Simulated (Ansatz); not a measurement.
# C₂H₆S₂Sn: one species, many methods

The task here is to estimate one member of a computed series from the others.

Computed with Ansatz 0.2.0, Gaussian basis. Level: functionals in def2-TZVPP, the program's frozen cores in correlated methods.

Plan: LDA (SPW92), PBE-D4, revPBE-D4, BLYP-D4, r2SCAN-D4, B97M-V, PBE0-D4, B3LYP-D4, r2SCANh-D4, r2SCAN0-D4, HSE06-D4, BHLYP-D4, CAM-B3LYP-D4, LC-ωPBE, ωB97X-V, ωB97M-V, B2PLYP, PBE-QIDH; CCSD(T)/def2-SVP; CCSD(T)/def2-TZVPP; MP2/def2-QZVPP; extrapolation to the limit; RPA on PBE.

**The relaxed structure**

The geometry comes from an earlier relaxation with PBE0-D4 in a triple-zeta def2 set; it is a stationary point, not always the lowest conformer. Sn takes the def2 core potential; no spin-orbit term is included.

11 atoms, charge 0, spin multiplicity 1.

Atoms are counted from 1 here; the program's logs count them from 0.

Bond lengths: C1–S2 1.816 Å, C1–H6 1.089 Å, C1–H7 1.089 Å, C1–H8 1.090 Å, S2–Sn3 2.432 Å, Sn3–S4 2.432 Å, S4–C5 1.816 Å, C5–H9 1.090 Å, C5–H10 1.089 Å, C5–H11 1.089 Å. Angles: S2–C1–H6 111.4°, S2–C1–H7 110.4°, S2–C1–H8 107.2°, H6–C1–H7 109.6°, H6–C1–H8 109.1°, H7–C1–H8 109.0°, C1–S2–Sn3 109.2°, S2–Sn3–S4 102.0°, Sn3–S4–C5 109.2°, S4–C5–H9 107.2°, S4–C5–H10 110.4°, S4–C5–H11 111.4°, H9–C5–H10 109.0°, H9–C5–H11 109.1°, H10–C5–H11 109.6°.

Set-up of the first run:

File in.yaml:

```yaml
crystal:
  periodic: [false, false, false]
  atoms:
    - {symbol: C, position_ang: [-1.124850, -1.124421, 0.487075]}
    - {symbol: S, position_ang: [0.415681, -2.008443, 0.864061]}
    - {symbol: Sn, position_ang: [2.063918, -1.515120, -0.855522]}
    - {symbol: S, position_ang: [1.372443, 0.694889, -1.600305]}
    - {symbol: C, position_ang: [0.538885, 1.552704, -0.234223]}
    - {symbol: H, position_ang: [-1.110342, -0.715087, -0.521868]}
    - {symbol: H, position_ang: [-1.288449, -0.321831, 1.205164]}
    - {symbol: H, position_ang: [-1.937874, -1.845646, 0.568407]}
    - {symbol: H, position_ang: [0.980858, 2.546201, -0.160668]}
    - {symbol: H, position_ang: [-0.526085, 1.651778, -0.440596]}
    - {symbol: H, position_ang: [0.681312, 1.027877, 0.709174]}
basis:
  gaussian: {orbitals: def2-TZVPP}
hamiltonian: {xc: lda}
output: {orbitals: {seedname: orbitals}}
```

Started as:

```
> ansatz run in.yaml --threads 2 --pin off --events-out ev --progress --plain --max-ram 32768MiB --backend cuda --devices 0, --max-vram 18GiB
```

Among the steps run: LDA; PBE-D4 (GGA); revPBE-D4 (GGA); BLYP-D4 (GGA); r2SCAN-D4 (meta-GGA); B97M-V (meta-GGA); PBE0-D4 (hybrid); B3LYP-D4 (hybrid); r2SCANh-D4 (hybrid); r2SCAN0-D4 (hybrid); HSE06-D4 (hybrid); BHLYP-D4 (hybrid); CAM-B3LYP-D4 (range-separated); LC-ωPBE (range-separated); ωB97X-V (range-separated); ωB97M-V (range-separated); B2PLYP (double hybrid); PBE-QIDH (double hybrid).

One table of the session follows, with a row left open; its other results are not shown here.

```
  functional  HOMO (eV)  LUMO (eV)  gap (eV)
 LDA (SPW92)      -5.69      -3.25      2.44
      PBE-D4      -5.53      -3.03      2.50
   revPBE-D4      -5.48      -2.94      2.53
     BLYP-D4      -5.37      -2.93      2.45
   r2SCAN-D4      -5.77      -3.00      2.78
      B97M-V      -5.75      -2.99      2.77
     PBE0-D4      -6.56      -2.42      4.14
    B3LYP-D4      -6.36      -2.61      3.75
  r2SCANh-D4      -6.15      -2.76      3.39
  r2SCAN0-D4      -6.72      -2.40      4.31
    HSE06-D4      -6.17      -2.78      3.39
    BHLYP-D4      -7.44      -1.72      5.72
CAM-B3LYP-D4          ?          ?         ?
     LC-ωPBE      -9.00      -0.56      8.44
     ωB97X-V      -8.70      -0.62      8.07
     ωB97M-V      -8.58      -0.74      7.83
```

**Question.** Estimate the row for CAM-B3LYP-D4.

**Answer.** HOMO (eV): -7.75; LUMO (eV): -1.54; gap (eV): 6.22. In the column «HOMO (eV)» it lies between ωB97M-V (-8.58) and BHLYP-D4 (-7.44).

Caveats from the session: All levels share the lack of spin-orbit coupling, which lowers the free heavy atoms and so the true binding.
